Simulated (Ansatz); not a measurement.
**MoSe (I4/mmm, relaxed from a rocksalt start): how the settings move a single-point run**

How sensitive is a single-point run of MoSe (I4/mmm, relaxed from a rocksalt start) to its settings? A reference run comes first, then five runs with altered input.

Computed with Ansatz 0.2.0 (reference: DFT PBE, scalar-relativistic, plane waves, PAW, unless a step's input says otherwise).

2 further runs of the same task are left out: 2 that didn't finish.

### Step 1. The system as given

The structure is tetragonal, space group I4/mmm (No. 139). Conventional cell: a = 3.794 Å, b = 3.794 Å, c = 5.337 Å, α = 90.00°, β = 90.00°, γ = 90.00°. Mo (site symmetry 4/mmm) has 6 Se at 2.67 to 2.68 Å as nearest neighbours. Around Se (site symmetry 4/mmm) lie 6 Mo at 2.67 to 2.68 Å.

Structure file:

```xyz
4
Lattice="0.0000 2.6825 2.6825 5.3373 2.6825 2.6825 5.3373 5.3651 0.0000" Properties=species:S:1:pos:R:3 pbc="T T T"
Mo    2.6687    2.6825    2.6825
Se    0.0000    0.0000    0.0000
Mo    5.3373    5.3651    2.6825
Se    2.6687    2.6825    0.0000
```

### Step 2. Reference

Contents of input.yaml:

```yaml
crystal:
  lattice:
    - [0.0, 2.6825441072, 2.6825441073]
    - [5.337343305, 2.6825441073, 2.6825441073]
    - [5.337343305, 5.3650882146, 1.0e-10]
  atoms:
    - { symbol: Mo, position: [0.5, 0.5, 0.0], spin: 2.24 }
    - { symbol: Se, position: [0.0, 0.0, 0.0] }
    - { symbol: Mo, position: [0.5, 0.5, 0.5], spin: -2.24 }
    - { symbol: Se, position: [0.0, 0.0, 0.5] }
basis:
  ecutwfc: 420
  ecutrho_ratio: 4
kpoints:
  mp_grid: { grid: [12, 12, 6] }
  band_path:
    path:
      - [[0.0, 0.0, 0.0], [0.5, 0.5, 1.0], [0.5, 0.0, 0.5], [0.5, 0.0, 0.0], [0.0, 0.0, 0.0], [0.0, -1.0, -1.0], [0.24739411, -0.75260589, -0.75260589]]
      - [[0.75260589, 0.75260589, 0.75260589], [0.0, 0.0, 0.0]]
      - [[0.5, 0.5, 1.0], [0.75260589, 0.75260589, 1.0]]
      - [[0.24739411, -0.75260589, -0.50521177], [0.0, -1.0, -1.0]]
    npoints: 14
hamiltonian:
  xc: pbe
scf:
  occupations: { method: gaussian, width: 0.05 }
  lower_state_search: "off"
  n_extra_bands: 20
output:
  forces: true
  stress: true
  eigenvalues: true
  populations: true
  dos: { projected: true, de: 0.02, nscf_kmesh: { grid: [18, 18, 9] } }
  bader: true
  write_density: true
  write_potential: true
  elf: true
  volumetric_format: npy
magnetization:
  spin_polarized: true
checkpoint:
  read: start.run
  write: ck
  compress: false
  write_wavefunctions: false
  write_every: 100000
```

Command:

```sh
$ ansatz run input.yaml --threads 2 --pin off --max-ram 2662MiB --backend cpu --events-out ev --progress --plain --runs-dir out
```

### Step 3. Changed: occupations.method tetrahedron_uncorrected, width left out, lower_state_search left out

Contents of input.yaml:

```yaml
crystal:
  lattice:
    - [-2.512998849951e-11, 2.6825441072, 2.6825441073]
    - [5.337343304975, 2.68254410725, 2.6825441073]
    - [5.33734330495, 5.36508821455, 1.00000041386e-10]
  atoms:
    - { symbol: Mo, position: [0.5, 0.5, 0.0], spin: 3.0 }
    - { symbol: Se, position: [0.0, 0.0, 0.0] }
    - { symbol: Mo, position: [0.5, 0.5, 0.5], spin: -3.0 }
    - { symbol: Se, position: [0.0, 0.0, 0.5] }
basis:
  ecutwfc: 420
  ecutrho_ratio: 4
kpoints:
  mp_grid: { grid: [12, 12, 6] }
hamiltonian:
  xc: pbe
scf:
  occupations: { method: tetrahedron_uncorrected }
output:
  forces: true
  stress: true
  write_density: true
  write_potential: true
  elf: true
  volumetric_format: npy
magnetization:
  spin_polarized: true
```

### Step 4. Changed: starting moments, basis.precision f64, eigensolver.kind davidson, lower_state_search left out

Contents of input.yaml:

```yaml
crystal:
  lattice:
    - [-2.512998849951e-11, 2.6825441072, 2.6825441073]
    - [5.337343304975, 2.68254410725, 2.6825441073]
    - [5.33734330495, 5.36508821455, 1.00000041386e-10]
  atoms:
    - { symbol: Mo, position: [0.5, 0.5, 0.0], spin: 3.0 }
    - { symbol: Se, position: [0.0, 0.0, 0.0] }
    - { symbol: Mo, position: [0.5, 0.5, 0.5], spin: 3.0 }
    - { symbol: Se, position: [0.0, 0.0, 0.5] }
basis:
  ecutwfc: 420
  ecutrho_ratio: 4
  precision: f64
kpoints:
  mp_grid: { grid: [12, 12, 6] }
hamiltonian:
  xc: pbe
scf:
  occupations: { method: gaussian, width: 0.05 }
  eigensolver: { kind: davidson }
output:
  forces: true
  stress: true
magnetization:
  spin_polarized: true
```

### Step 5. Changing settings: xc_grid 1, lower_state_search left out

Contents of input.yaml:

```yaml
crystal:
  lattice:
    - [-2.512998849951e-11, 2.6825441072, 2.6825441073]
    - [5.337343304975, 2.68254410725, 2.6825441073]
    - [5.33734330495, 5.36508821455, 1.00000041386e-10]
  atoms:
    - { symbol: Mo, position: [0.5, 0.5, 0.0], spin: 3.0 }
    - { symbol: Se, position: [0.0, 0.0, 0.0] }
    - { symbol: Mo, position: [0.5, 0.5, 0.5], spin: -3.0 }
    - { symbol: Se, position: [0.0, 0.0, 0.5] }
basis:
  ecutwfc: 420
  ecutrho_ratio: 4
  xc_grid: 1
kpoints:
  mp_grid: { grid: [12, 12, 6] }
hamiltonian:
  xc: pbe
scf:
  occupations: { method: gaussian, width: 0.05 }
output:
  forces: true
  stress: true
magnetization:
  spin_polarized: true
```

### Step 6. Changed: hubbard.sites [{species: Mo, l: d, u_eff: 6.0}], hubbard.double_counting fll, lower_state_search left out

Contents of input.yaml:

```yaml
crystal:
  lattice:
    - [-2.512998849951e-11, 2.6825441072, 2.6825441073]
    - [5.337343304975, 2.68254410725, 2.6825441073]
    - [5.33734330495, 5.36508821455, 1.00000041386e-10]
  atoms:
    - { symbol: Mo, position: [0.5, 0.5, 0.0], spin: 3.0 }
    - { symbol: Se, position: [0.0, 0.0, 0.0] }
    - { symbol: Mo, position: [0.5, 0.5, 0.5], spin: -3.0 }
    - { symbol: Se, position: [0.0, 0.0, 0.5] }
basis:
  ecutwfc: 420
  ecutrho_ratio: 4
kpoints:
  mp_grid: { grid: [12, 12, 6] }
hamiltonian:
  xc: pbe
  hubbard: { sites: [{ species: Mo, l: d, u_eff: 6.0 }], double_counting: fll }
scf:
  occupations: { method: gaussian, width: 0.05 }
output:
  forces: true
  stress: true
  write_density: true
  write_potential: true
  elf: true
  volumetric_format: npy
magnetization:
  spin_polarized: true
```

### Step 7. Changing settings: occupations.method methfessel_paxton, lower_state_search left out

Contents of input.yaml:

```yaml
crystal:
  lattice:
    - [-2.512998849951e-11, 2.6825441072, 2.6825441073]
    - [5.337343304975, 2.68254410725, 2.6825441073]
    - [5.33734330495, 5.36508821455, 1.00000041386e-10]
  atoms:
    - { symbol: Mo, position: [0.5, 0.5, 0.0], spin: 3.0 }
    - { symbol: Se, position: [0.0, 0.0, 0.0] }
    - { symbol: Mo, position: [0.5, 0.5, 0.5], spin: -3.0 }
    - { symbol: Se, position: [0.0, 0.0, 0.5] }
basis:
  ecutwfc: 420
  ecutrho_ratio: 4
kpoints:
  mp_grid: { grid: [12, 12, 6] }
hamiltonian:
  xc: pbe
scf:
  occupations: { method: methfessel_paxton, width: 0.05 }
output:
  forces: true
  stress: true
  write_density: true
  write_potential: true
  elf: true
  volumetric_format: npy
magnetization:
  spin_polarized: true
```

Q: Predict the outcome of this session. Wanted: for each run, ending; energy change; pressure; gap; abs. moment; force.

The runs gave:

```csv
run,ending,energy change,pressure (GPa),gap (eV),abs. moment (μB),force (eV/Å),cycles,time
reference,converged,0,0.0,0.00,5.33,0.00,-,94 s
"1: occupations.method tetrahedron_uncorrected, width left out, lower_state_search left out",converged,+11.1 meV/atom (σ→0),-0.3,0.00,5.23,0.00,15,22 s
"2: starting moments, basis.precision f64, eigensolver.kind davidson, lower_state_search left out",converged,+54.7 meV/atom,-0.2,0.00,5.20,0.00,10,25 s
"3: xc_grid 1, lower_state_search left out",converged,0.0 meV/atom,0.0,0.00,5.33,0.00,10,15 s
"4: hubbard.sites [{species: Mo, l: d, u_eff: 6.0}], hubbard.double_counting fll, lower_state_search left out",converged,+1.72 eV/atom (U changed: no physical gain or loss),21.7,0.00,8.24,0.00,11,20 s
"5: occupations.method methfessel_paxton, lower_state_search left out",converged,0.0 meV/atom (σ→0),0.1,0.00,5.35,0.00,11,19 s
```

Times don't compare one to one where runs were asked for different outputs or read a saved state (see the inputs); cycles may leave out searches for a lower state.

Residual by cycle in the longest SCF loop of each run; runs are numbered as in the table. The quantity is the density residual dr2, in eV.

```csv
cycle,reference,run 1,run 2,run 3,run 4,run 5
1,2.4e-11,3.19,2.57,2.67,2.05,2.67
2,5.9e-12,1.22,1.14,1.25,1.02,1.25
4,-,0.013,0.00235,0.00278,0.0129,0.00278
5,-,4.1e-4,2.0e-4,2.4e-4,0.00108,2.4e-4
6,-,4.2e-4,1.7e-5,2.7e-5,5.9e-4,2.7e-5
7,-,1.8e-4,3.7e-6,5.8e-6,2.0e-4,7.1e-6
9,-,2.6e-4,2.3e-8,7.4e-9,2.8e-6,8.2e-7
10,-,1.2e-4,5.4e-10,4.5e-10,1.2e-7,4.1e-8
11,-,5.1e-6,-,-,1.4e-9,7.5e-9
12,-,1.5e-6,-,-,-,-
14,-,2.5e-8,-,-,-,-
15,-,3.3e-9,-,-,-,-
```

A changed U is a change of model: its shifts are not errors of convergence.
